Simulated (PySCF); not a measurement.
# HO2Sm (Sm(O)(OH)): the cost of one run

Program: PySCF 2.14.0. Level of theory: several levels, as the steps say, no spin–orbit coupling. These are calculated values, not measurements.

1 further run of the same task is left out (for a known fault of the program).

### Step 1. The starting structure

4 atoms, charge 0, spin multiplicity 1.

Bond lengths: Sm1–O2 1.863 Å, Sm1–O3 2.106 Å, Sm1–H4 2.902 Å, O3–H4 0.961 Å. Angles: O2–Sm1–O3 110.4°, O2–Sm1–H4 97.9°, O3–Sm1–H4 12.5°, Sm1–O3–H4 139.2°, Sm1–H4–O3 28.3°.

As a file:

```xyz
4
charge 0, multiplicity 1
Sm   -0.0050   -0.0468   -0.4449
O     1.2512    0.0353    0.9280
O    -1.9583    0.0208    0.3407
H    -2.3977    0.0793    1.1930
```

Formal oxidation states: Sm +3. Each metal's 5 4f electrons lie in its core potential, so multiplicities, spins and levels count the valence alone. An earlier session relaxed this geometry at PBE0, Sm lcecp-1-SVP with ECP51, O def2-SVP, H def2-SVP (singlet, point group Cs).

At PBE0 on the finer grid: E = -185.549781 Eh, HOMO -6.26 eV, LUMO -1.87 eV, Mulliken charge on Sm1 +0.80 e, largest force component 0.015 eV/Å. 

Levels to run: PBE; wB97X; PBE0, TZVP. Hardware: 2 threads of Arm Neoverse V2, shared host.

### Step 2. PBE

Contents of run.py (the lines that set the calculation):

```python
mol = gto.M(atom='''
Sm    -0.00503    -0.04678    -0.44491
O      1.25116     0.03533     0.92796
O     -1.95827     0.02078     0.34074
H     -2.39767     0.07929     1.19303''',
    basis={'Sm': 'lcecp-1-SVP', 'O': 'def2-SVP', 'H': 'def2-SVP'},
    ecp={'Sm': 'lcecp-1-SVP'},
    charge=0, spin=0)
mf = dft.RKS(mol, xc='PBE')
mf.grids.atom_grid = (75, 302)  # f atoms: unpruned, at least (60, 302)
mf = mf.density_fit()  # fitting sets: Sm AutoAux, O def2-universal-JKFIT, H def2-universal-JKFIT
mf.conv_tol = 1e-08; mf.max_cycle = 55
mf.kernel(dm0)  # dm0: the density of the relaxed state
```

On the command line:

```
> OMP_NUM_THREADS=2 python run.py
```

**Question.** How long does this run take on 2 threads of Arm Neoverse V2, shared host?

About 3.1 s.
